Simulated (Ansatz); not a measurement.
# AlSi3H9: up Jacob's ladder to CCSD(T)

Aim: compute AlSi3H9 with functionals from several rungs and with coupled cluster, and see how far each lands from CCSD(T) at the basis-set limit for the atomisation energy.

Method: functionals in def2-TZVPP, the program's frozen cores in correlated methods; program: Ansatz 0.2.0, Gaussian basis.

Levels to be run: LDA (SPW92), PBE-D4, revPBE-D4, BLYP-D4, r2SCAN-D4, B97M-V, PBE0-D4, B3LYP-D4, r2SCANh-D4, r2SCAN0-D4, HSE06-D4, BHLYP-D4, CAM-B3LYP-D4, LC-ωPBE, ωB97X-V, ωB97M-V, B2PLYP, PBE-QIDH; CCSD(T)/def2-SVP; CCSD(T)/def2-TZVPP; MP2/def2-QZVPP; extrapolation to the limit; RPA on PBE.

## Step 1: The geometry

The geometry comes from an earlier relaxation with PBE0-D4 in a triple-zeta def2 set; it is a stationary point, not always the lowest conformer.

13 atoms, charge 0, spin multiplicity 1.

Atoms are counted from 1 here; the program's logs count them from 0.

Bond lengths: Si1–Al2 2.459 Å, Si1–H5 1.490 Å, Si1–H6 1.492 Å, Si1–H7 1.492 Å, Al2–Si3 2.460 Å, Al2–Si4 2.458 Å, Si3–H8 1.490 Å, Si3–H9 1.492 Å, Si3–H10 1.493 Å, Si4–H11 1.493 Å, Si4–H12 1.493 Å, Si4–H13 1.490 Å. Angles: Al2–Si1–H5 113.7°, Al2–Si1–H6 110.3°, Al2–Si1–H7 110.3°, H5–Si1–H6 107.6°, H5–Si1–H7 107.6°, H6–Si1–H7 107.0°, Si1–Al2–Si3 117.6°, Si1–Al2–Si4 122.8°, Si3–Al2–Si4 119.6°, Al2–Si3–H8 113.7°, Al2–Si3–H9 110.5°, Al2–Si3–H10 110.3°, H8–Si3–H9 107.6°, H8–Si3–H10 107.5°, H9–Si3–H10 107.0°, Al2–Si4–H11 110.1°, Al2–Si4–H12 110.1°, Al2–Si4–H13 114.0° and more.

## Step 2: LDA

This LDA is Slater exchange with PW92 correlation.

in.yaml reads:

```yaml
crystal:
  periodic: [false, false, false]
  atoms:
    - {symbol: Si, position_ang: [-0.719992, 2.076316, -1.109201]}
    - {symbol: Al, position_ang: [-0.033057, -0.025777, -0.033155]}
    - {symbol: Si, position_ang: [1.705417, 0.097625, 1.703220]}
    - {symbol: Si, position_ang: [-1.010434, -2.203548, -0.619669]}
    - {symbol: H, position_ang: [-1.771008, 1.901401, -2.150710]}
    - {symbol: H, position_ang: [-1.248531, 3.029950, -0.090007]}
    - {symbol: H, position_ang: [0.452407, 2.734975, -1.756467]}
    - {symbol: H, position_ang: [2.069589, -1.226384, 2.281841]}
    - {symbol: H, position_ang: [2.951462, 0.706365, 1.151693]}
    - {symbol: H, position_ang: [1.253787, 0.970609, 2.826492]}
    - {symbol: H, position_ang: [0.056433, -3.136022, -1.088636]}
    - {symbol: H, position_ang: [-1.635762, -2.826572, 0.583873]}
    - {symbol: H, position_ang: [-2.050109, -2.133539, -1.684471]}
basis:
  gaussian: {orbitals: def2-TZVPP}
hamiltonian: {xc: lda}
output: {orbitals: {seedname: orbitals}}
```

Launch:

```bash
ansatz run in.yaml --threads 4 --pin off --events-out ev --progress --plain --max-ram 10444MiB
```

Further steps of the session: PBE-D4 (GGA); revPBE-D4 (GGA); BLYP-D4 (GGA); r2SCAN-D4 (meta-GGA); B97M-V (meta-GGA); B3LYP-D4 (hybrid); r2SCANh-D4 (hybrid); r2SCAN0-D4 (hybrid); HSE06-D4 (hybrid); BHLYP-D4 (hybrid); CAM-B3LYP-D4 (range-separated); LC-ωPBE (range-separated); ωB97X-V (range-separated); ωB97M-V (range-separated); B2PLYP (double hybrid); PBE-QIDH (double hybrid); CCSD(T) in def2-SVP; CCSD(T) in def2-TZVPP; MP2 in def2-QZVPP; RPA on PBE orbitals.

Before running them: what should the planned runs give, taken together? Wanted: atomisation energy, CCSD(T)/CBS; farthest beyond LDA; mean size of error, GGA; mean size of error, meta-GGA; mean size of error, hybrid; mean size of error, range-separated; mean size of error, double hybrid; gap, smallest and largest; T1 diagnostic.

The runs gave:

```
                               quantity                                          value
        atomisation energy, CCSD(T)/CBS                                      37.033 eV
    functionals within 0.185 eV (0.5 %)  r2SCAN-D4, B3LYP-D4, r2SCANh-D4, CAM-B3LYP-D4
                    farthest beyond LDA                          revPBE-D4 (-1.080 eV)
                mean size of error, GGA                                       0.838 eV
           mean size of error, meta-GGA                                       0.172 eV
             mean size of error, hybrid                                       0.325 eV
    mean size of error, range-separated                                       0.320 eV
      mean size of error, double hybrid                                       0.705 eV
              gap, smallest and largest       2.84 eV (LDA (SPW92)), 9.15 eV (LC-ωPBE)
                          T1 diagnostic                                         0.0140
triples share of the correlation energy                                          3.3 %
```

In words: The LDA atomisation energy is off by 3.251 eV (9 %): it overbinds. PBE-D4 is off by -0.696 eV. Double hybrids carry the basis error of their MP2 part in triple zeta, and no dispersion term here, so their miss is partly the set-up's. By mean error the best rung here is meta-GGA (0.172 eV) and the worst beyond LDA is GGA (0.838 eV). Misses under about 0.185 eV are within the doubt on the reference itself, which lacks core-valence correlation, relativity and higher excitations. Hartree-Fock recovers 77 % of the binding; the rest is correlation. CCSD(T) in def2-SVP is off by -2.451 eV, which most functionals beat. The gap grows from 2.8 to 9.2 eV across the functionals, mostly with the share of exact exchange.
